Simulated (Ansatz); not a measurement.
# ZnS: the cost of one run

Method: DFT r2SCAN, scalar-relativistic, plane waves, PAW, in Ansatz 0.2.0.

### 1 The system as given

The structure is cubic, space group F-43m (No. 216). The conventional cell has a = 5.409 Å, b = 5.409 Å, c = 5.409 Å, α = 90.00°, β = 90.00°, γ = 90.00°. Zn (site symmetry -43m) is surrounded by 4 S at 2.34 Å. Around S (site symmetry -43m) lie 4 Zn at 2.34 Å.

Coordinates:

```cif
data_structure
_symmetry_space_group_name_H-M 'P 1'
_symmetry_Int_Tables_number 1
_cell_length_a 3.8250
_cell_length_b 3.8250
_cell_length_c 3.8250
_cell_angle_alpha 60.000
_cell_angle_beta 60.000
_cell_angle_gamma 60.000
_cell_volume 39.57
loop_
_atom_site_label
_atom_site_type_symbol
_atom_site_fract_x
_atom_site_fract_y
_atom_site_fract_z
_atom_site_occupancy
Zn1 Zn 0.00000 0.00000 0.00000 1
S1 S 0.75000 0.75000 0.75000 1
```

The cell is taken as given, not relaxed at this level.

### 2 The undisturbed cell

File input.yaml:

```yaml
crystal:
  lattice:
    - [0.0, 2.70465, 2.70465]
    - [2.70465, 0.0, 2.70465]
    - [2.70465, 2.70465, 0.0]
  atoms:
    - { symbol: Zn, position: [0.0, 0.0, 0.0] }
    - { symbol: S, position: [0.75, 0.75, 0.75] }
basis:
  ecutwfc: 500
kpoints:
  mp_grid: { grid: [8, 8, 8] }
hamiltonian:
  xc: r2scan
scf:
  occupations: { method: gaussian, width: 0.05 }
output:
  forces: true
  stress: true
  eigenvalues: true
  write_density: true
  write_potential: true
  elf: true
  volumetric_format: npy
```

Started as:

```console
> ansatz run input.yaml --threads 1 --pin off --max-ram 2560MiB --backend cpu --events-out ev --progress --plain --runs-dir out
```

What time and memory should one allow on 1 thread of Intel Xeon at 2.50GHz (Skylake/Cascade Lake), shared host?

About 9.2 s, with a peak of 0.45 GiB.
